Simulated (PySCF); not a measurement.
# N2Nd2 (Nd2(N)2): the cost of one run

Computed with PySCF 2.14.0. Level: PBE, Nd lcecp-1-SVP with ECP49, N def2-SVP; scalar-relativistic core potentials, no spin–orbit coupling.

2 further runs of the same task are left out: 2 for a known fault of the program.

## (1) Starting geometry

4 atoms, charge 0, spin multiplicity 1.

Bond lengths: Nd1–Nd2 3.130 Å, Nd1–N3 2.096 Å, Nd1–N4 2.096 Å, Nd2–N3 2.096 Å, Nd2–N4 2.096 Å. Angles: Nd2–Nd1–N3 41.7°, Nd2–Nd1–N4 41.7°, N3–Nd1–N4 83.4°, Nd1–Nd2–N3 41.7°, Nd1–Nd2–N4 41.7°, N3–Nd2–N4 83.4°, Nd1–N3–Nd2 96.6°, Nd1–N4–Nd2 96.6°.

Coordinates:

```
Nd    0.0000    0.0000    1.5648
Nd    0.0000    0.0000   -1.5648
N     1.3944    0.0000    0.0000
N    -1.3944    0.0000    0.0000
```

Formal oxidation states: Nd +3. Each metal's 3 4f electrons lie in its core potential, so multiplicities, spins and levels count the valence alone. An earlier session relaxed this geometry at PBE, Nd lcecp-1-SVP with ECP49, N def2-SVP (singlet, point group D2h).

Its energy there is -177.214074 Eh.

## (2) Atoms moved at random, σ = 0.1 Å

run.py (the lines that set the calculation)

```python
mol = gto.M(atom='''
Nd     0.01801     0.07379     1.59979
Nd    -0.05955    -0.00987    -1.66793
N      1.32933    -0.00944     0.03386
N     -1.28779    -0.05448     0.03428''',
    basis={'Nd': 'lcecp-1-SVP', 'N': 'def2-SVP'},
    ecp={'Nd': 'lcecp-1-SVP'},
    charge=0, spin=0)
mf = dft.RKS(mol, xc='PBE')
mf.grids.atom_grid = (50, 194)  # f atoms: unpruned, at least (60, 302)
mf = mf.density_fit()  # fitting sets: Nd AutoAux, N def2-universal-JKFIT
mf.conv_tol = 1e-08; mf.max_cycle = 55
mf.kernel(dm0)  # dm0: the density of the relaxed state
```

Command:

```sh
$ OMP_NUM_THREADS=2 python run.py
```

**Question.** How long does this run take on 2 threads of AMD EPYC (Zen 3), shared host?

About 18 s.
